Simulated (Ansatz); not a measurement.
The same calculation of Y, space group Fm-3m as a Python script and as an input file (Ansatz 0.2.0, Python API).

`bands_y.py`
```python
"""Band structure of Y."""

import warnings

import ansatz
from ase import Atoms
import numpy as np
from pymatgen.core import Structure

warnings.simplefilter("ignore", ansatz.DeckWarning)

atoms = Atoms(
    ["Y"],
    scaled_positions=[
        (0.0, 0.0, 0.0),
    ],
    cell=[
        (0.0, 2.485, 2.485),
        (2.485, 0.0, 2.485),
        (2.485, 2.485, 0.0),
    ],
    pbc=True,
)
xtal = ansatz.Crystal.from_ase(atoms)

# high-symmetry points in fractions of the reciprocal vectors
path = [
    ("K", (0.375, 0.375, 0.75)),
    ("G", (0.0, 0.0, 0.0)),
    ("L", (0.5, 0.5, 0.5)),
    ("W", (0.5, 0.25, 0.75)),
    ("X", (0.5, 0.0, 0.5)),
]
base = (
    xtal.calculation()
    .functional("r2scan")
    .basis(34 * ansatz.Ry)
    .accuracy("low")
    .kpoints(5, 5, 5)
    .occupations("fermi_dirac", width=50 * ansatz.meV)
    .band_structure([point for _, point in path], intervals=10)
    .scf(extra_bands=6)
)
done = base.run(threads=1)
report = done.report

print("%-22s %14.5f eV" % ("F = E - TS", report["free_energy_ev"]))
print("%-22s %14.5f eV" % ("E", report["internal_energy_ev"]))
print("%-22s %14.5f eV" % ("Harris-Foulkes", report["harris_foulkes_ev"]))
print("%-22s %14.5f eV" % ("Fermi level", report["fermi_energy_ev"]))

final = Structure(done.lattice.cell_ang, [s.symbol for s in done.lattice.sites], [s.position_frac for s in done.lattice.sites])
print(final.to(fmt="poscar"))

bands = done.band_structure()
fermi = bands.fermi_energy_ev
print(f"zero of the bands: {fermi:.3f} eV, the Fermi level found on the SCF mesh")
for spin, channel in enumerate(bands.channels):
    levels = channel.eigenvalues_ev - fermi
    crossing = [b for b in range(levels.shape[1]) if levels[:, b].min() < 0 < levels[:, b].max()]
    print(f"channel {spin}: bands that cross the Fermi level on this path:", [b + 1 for b in crossing] or "none")
    shown = crossing or sorted(np.argsort(np.abs(levels).min(axis=0))[:2])
    for k, row in zip(bands.kpoints_frac, levels[:, shown]):
        print(f"{k[0]:7.3f} {k[1]:7.3f} {k[2]:7.3f}  ", " ".join(f"{e:8.3f}" for e in row))
```

```console
$ python bands_y.py
F = E - TS                -3859.57542 eV
E                         -3859.53749 eV
Harris-Foulkes            -3859.57542 eV
Fermi level                  10.20227 eV
Y1
1.0
   0.0000000000000000    2.4849999999999999    2.4849999999999999
   2.4849999999999999    0.0000000000000000    2.4849999999999999
   2.4849999999999999    2.4849999999999999    0.0000000000000000
Y
1
direct
   0.0000000000000000    0.0000000000000000    0.0000000000000000 Y

zero of the bands: 10.202 eV, the Fermi level found on the SCF mesh
channel 0: bands that cross the Fermi level on this path: [6]
  0.375   0.375   0.750     -0.510
  0.338   0.338   0.675     -0.531
  0.300   0.300   0.600     -0.067
  0.263   0.263   0.525      0.409
  0.225   0.225   0.450      0.416
  0.188   0.188   0.375      0.569
  0.150   0.150   0.300      0.852
  0.113   0.113   0.225      1.231
  0.075   0.075   0.150      1.643
  0.037   0.037   0.075      1.980
  0.000   0.000   0.000      2.114
  0.050   0.050   0.050      2.025
  0.100   0.100   0.100      1.788
  0.150   0.150   0.150      1.468
  0.200   0.200   0.200      1.134
  0.250   0.250   0.250      0.840
  0.300   0.300   0.300      0.630
  0.350   0.350   0.350      0.535
  0.400   0.400   0.400      0.557
  0.450   0.450   0.450      0.638
  0.500   0.500   0.500      0.681
  0.500   0.475   0.525      0.630
  0.500   0.450   0.550      0.488
  0.500   0.425   0.575      0.282
  0.500   0.400   0.600      0.045
  0.500   0.375   0.625     -0.195
  0.500   0.350   0.650     -0.418
  0.500   0.325   0.675     -0.321
  0.500   0.300   0.700     -0.001
  0.500   0.275   0.725      0.231
  0.500   0.250   0.750      0.317
  0.500   0.225   0.725      0.091
  0.500   0.200   0.700     -0.119
  0.500   0.175   0.675     -0.309
  0.500   0.150   0.650     -0.477
  0.500   0.125   0.625     -0.622
  0.500   0.100   0.600     -0.742
  0.500   0.075   0.575     -0.837
  0.500   0.050   0.550     -0.905
  0.500   0.025   0.525     -0.947
  0.500   0.000   0.500     -0.960
```

`input.yaml`:
```yaml
crystal:
  lattice:
    - [0.0, 2.485, 2.485]
    - [2.485, 0.0, 2.485]
    - [2.485, 2.485, 0.0]
  atoms:
    - { symbol: "Y", position: [0.0, 0.0, 0.0] }
accuracy: low
basis:
  ecutwfc: 462.593566181796
kpoints:
  mp_grid:
    grid: [5, 5, 5]
  band_path:
    path:
      - [0.375, 0.375, 0.75]
      - [0.0, 0.0, 0.0]
      - [0.5, 0.5, 0.5]
      - [0.5, 0.25, 0.75]
      - [0.5, 0.0, 0.5]
    npoints: 10
hamiltonian:
  xc: r2scan
scf:
  n_extra_bands: 6
  occupations:
    method: fermi_dirac
    width: 0.05
```

Caveats:
- The settings weren't tested for convergence.
- The cutoff lies under the one recommended for these potentials.
- For a metal this k-point mesh is coarse: on a finer one energies can move by several to tens of meV an atom and pressures by half a GPa or more, differences at one mesh by less.
- Only differences from the Fermi energy are physical; the zero of the scale is a convention.
- This isn't the structure that Y takes at ambient conditions.
- Levels are Kohn-Sham eigenvalues on this mesh, without spin-orbit coupling.
- The script silences the warnings on its input, which a real study should read.
- Timing: 2.3 s on 1 thread of AMD EPYC 7R43 64-Core Processor (Zen 3) (shared host), peak memory 0.37 GiB.

(Lines on the test bed's own set-up are left out of the output.)
